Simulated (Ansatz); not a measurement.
# CH7ClO2SiSn: a ladder of functionals and wavefunction methods

The task here is to estimate one member of a computed series from the others.

Method: functionals in def2-TZVPP, the program's frozen cores in correlated methods; program: Ansatz 0.2.0, Gaussian basis.

Levels to be run: PBE-D4, r2SCAN-D4, PBE0-D4, B3LYP-D4, ωB97X-V, ωB97M-V, B2PLYP; CCSD(T)/def2-TZVPP; MP2/def2-QZVPP; extrapolation to the limit.

## The relaxed structure

An earlier PBE0-D4 in a triple-zeta def2 set relaxation fixed the geometry. Sn takes the def2 core potential; no spin-orbit term is included.

SMILES `C[O][SnH]([Cl])[O][SiH3]`, 13 atoms, charge 0, spin multiplicity 1.

Atoms are counted from 1 here; the program's logs count them from 0.

Bond lengths: C1–O2 1.413 Å, C1–H7 1.092 Å, C1–H8 1.096 Å, C1–H9 1.096 Å, O2–Sn3 1.937 Å, Sn3–Cl4 2.319 Å, Sn3–O5 1.938 Å, Sn3–H10 1.685 Å, O5–Si6 1.639 Å, Si6–H11 1.485 Å, Si6–H12 1.490 Å, Si6–H13 1.487 Å. Angles: O2–C1–H7 107.6°, O2–C1–H8 112.1°, O2–C1–H9 112.0°, H7–C1–H8 108.2°, H7–C1–H9 108.3°, H8–C1–H9 108.5°, C1–O2–Sn3 120.7°, O2–Sn3–Cl4 107.7°, O2–Sn3–O5 107.9°, O2–Sn3–H10 110.5°, Cl4–Sn3–O5 105.1°, Cl4–Sn3–H10 114.1°, O5–Sn3–H10 111.2°, Sn3–O5–Si6 136.0°, O5–Si6–H11 107.9°, O5–Si6–H12 110.9°, O5–Si6–H13 111.1°, H11–Si6–H12 109.1° and more.

Coordinates:

```xyz
13
CH7ClO2SiSn
C     2.00637   -0.28913    0.86874
O     1.10007    0.43183    1.67853
Sn   -0.80551    0.34773    1.34360
Cl   -1.41918   -1.88807    1.32244
O    -1.12094    0.97652   -0.46271
Si   -1.21218    0.29379   -1.95005
H     3.00707   -0.14023    1.28101
H     1.79309   -1.36429    0.86656
H     2.00501    0.06868   -0.16726
H    -1.64363    1.28138    2.46868
H    -1.12350    1.38191   -2.95658
H    -0.09153   -0.66349   -2.16566
H    -2.49512   -0.43663   -2.12730
```

The first run:

File in.yaml:

```yaml
crystal:
  periodic: [false, false, false]
  atoms:
    - {symbol: C, position_ang: [2.006374, -0.289130, 0.868738]}
    - {symbol: O, position_ang: [1.100070, 0.431833, 1.678525]}
    - {symbol: Sn, position_ang: [-0.805515, 0.347731, 1.343601]}
    - {symbol: Cl, position_ang: [-1.419185, -1.888075, 1.322438]}
    - {symbol: O, position_ang: [-1.120944, 0.976517, -0.462710]}
    - {symbol: Si, position_ang: [-1.212177, 0.293794, -1.950053]}
    - {symbol: H, position_ang: [3.007066, -0.140226, 1.281009]}
    - {symbol: H, position_ang: [1.793086, -1.364287, 0.866562]}
    - {symbol: H, position_ang: [2.005008, 0.068676, -0.167260]}
    - {symbol: H, position_ang: [-1.643626, 1.281383, 2.468682]}
    - {symbol: H, position_ang: [-1.123501, 1.381908, -2.956580]}
    - {symbol: H, position_ang: [-0.091534, -0.663489, -2.165660]}
    - {symbol: H, position_ang: [-2.495121, -0.436634, -2.127303]}
basis:
  gaussian: {orbitals: def2-TZVPP}
hamiltonian: {xc: pbe, dispersion: d4}
output: {forces: true, orbitals: {seedname: orbitals}}
```

On the command line:

```
ansatz run in.yaml --threads 2 --pin off --events-out ev --progress --plain --max-ram 22528MiB --backend cuda --devices 0, --max-vram 18GiB
```

Steps of the session up to this table: PBE-D4 (GGA); r2SCAN-D4 (meta-GGA); PBE0-D4 (hybrid); B3LYP-D4 (hybrid); ωB97X-V (range-separated); ωB97M-V (range-separated); B2PLYP (double hybrid); CCSD(T) in def2-TZVPP; MP2 in def2-QZVPP.

One of the session's tables, all rows but one given; the rest of the session is left out.

It belongs to the step «Atomisation energies». 

```
            method  atomisation energy (kJ/mol)
            PBE-D4                       4373.1
         r2SCAN-D4                       4348.8
           PBE0-D4                       4295.5
          B3LYP-D4                       4321.0
           ωB97X-V                       4376.9
           ωB97M-V                       4351.5
            B2PLYP                       4279.9
     HF/def2-TZVPP                       3105.7
    MP2/def2-TZVPP                            ?
   CCSD/def2-TZVPP                       4174.5
CCSD(T)/def2-TZVPP                       4244.0
           MP2/CBS                       4444.1
       CCSD(T)/CBS                       4386.3
```

**Question.** Estimate the row for MP2/def2-TZVPP.

As computed: atomisation energy (kJ/mol): 4301.8. In the column «atomisation energy (kJ/mol)» it lies between PBE0-D4 (4295.5) and B3LYP-D4 (4321.0).
